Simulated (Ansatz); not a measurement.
# C₂H₆AlNSe: a ladder of functionals and wavefunction methods

An exercise on one series of results from a longer session: the logs are not shown, and one member is left open.

Program: Ansatz 0.2.0, Gaussian basis. Level of theory: functionals in def2-TZVPP, the program's frozen cores in correlated methods. These are calculated values, not measurements.

The runs, in order: PBE-D4, r2SCAN-D4, PBE0-D4, B3LYP-D4, ωB97X-V, ωB97M-V, B2PLYP; CCSD(T)/def2-TZVPP; MP2/def2-QZVPP; extrapolation to the limit.

### The geometry

All runs share one geometry, relaxed beforehand with PBE0-D4 in a triple-zeta def2 set.

11 atoms, charge 0, spin multiplicity 1.

Atoms are counted from 1 here; the program's logs count them from 0.

Bond lengths: C1–N2 1.433 Å, C1–H6 1.094 Å, C1–H7 1.096 Å, C1–H8 1.092 Å, N2–C3 1.247 Å, C3–Se4 1.972 Å, C3–H9 1.088 Å, Se4–Al5 2.310 Å, Al5–H10 1.580 Å, Al5–H11 1.581 Å. Angles: N2–C1–H6 108.7°, N2–C1–H7 113.6°, N2–C1–H8 108.7°, H6–C1–H7 109.1°, H6–C1–H8 107.0°, H7–C1–H8 109.6°, C1–N2–C3 123.8°, N2–C3–Se4 129.0°, N2–C3–H9 119.8°, Se4–C3–H9 111.2°, C3–Se4–Al5 97.3°, Se4–Al5–H10 116.2°, Se4–Al5–H11 119.2°, H10–Al5–H11 124.6°.

The first run:

Input file in.yaml:

```yaml
crystal:
  periodic: [false, false, false]
  atoms:
    - {symbol: C, position_ang: [-1.099424, 0.043441, 1.244547]}
    - {symbol: N, position_ang: [-0.962931, 1.185599, 0.389444]}
    - {symbol: C, position_ang: [-0.605133, 1.119995, -0.802907]}
    - {symbol: Se, position_ang: [-0.170775, -0.472016, -1.881826]}
    - {symbol: Al, position_ang: [1.850284, -0.965946, -0.878168]}
    - {symbol: H, position_ang: [-0.281220, 0.049572, 1.970948]}
    - {symbol: H, position_ang: [-1.093954, -0.910913, 0.705642]}
    - {symbol: H, position_ang: [-2.028386, 0.138633, 1.810582]}
    - {symbol: H, position_ang: [-0.533276, 2.029656, -1.396040]}
    - {symbol: H, position_ang: [2.655480, -2.179841, -1.490465]}
    - {symbol: H, position_ang: [2.334735, -0.095079, 0.348841]}
basis:
  gaussian: {orbitals: def2-TZVPP}
hamiltonian: {xc: pbe, dispersion: d4}
output: {forces: true, orbitals: {seedname: orbitals}}
```

Run with:

```console
> ansatz run in.yaml --threads 4 --pin off --events-out ev --progress --plain --max-ram 10444MiB
```

Steps of the session up to this table: PBE-D4 (GGA); r2SCAN-D4 (meta-GGA); PBE0-D4 (hybrid); B3LYP-D4 (hybrid); ωB97X-V (range-separated); ωB97M-V (range-separated); B2PLYP (double hybrid); CCSD(T) in def2-TZVPP; MP2 in def2-QZVPP.

One of the session's tables, all rows but one given; the rest of the session is left out.

| method | atomisation energy (kJ/mol) |
| --- | --- |
| PBE-D4 | 3882.1 |
| r2SCAN-D4 | 3798.3 |
| PBE0-D4 | 3796.2 |
| B3LYP-D4 | 3794.8 |
| ωB97X-V | 3796.6 |
| ωB97M-V | 3784.8 |
| B2PLYP | 3741.2 |
| HF/def2-TZVPP | 2644.0 |
| MP2/def2-TZVPP | 3729.3 |
| CCSD/def2-TZVPP | ? |
| CCSD(T)/def2-TZVPP | 3677.0 |
| MP2/CBS | 3840.1 |
| CCSD(T)/CBS | 3787.8 |

**Question.** Estimate the row for CCSD/def2-TZVPP.

As computed: atomisation energy (kJ/mol): 3605.8. In the column «atomisation energy (kJ/mol)» it lies between HF/def2-TZVPP (2644.0) and CCSD(T)/def2-TZVPP (3677.0).

Caveats from the session: Free atoms (2 C, 1 N, 1 Se, 1 Al, 6 H) were run apart at each level; the atomisation energy is their sum less the molecule, without zero-point or spin-orbit terms.
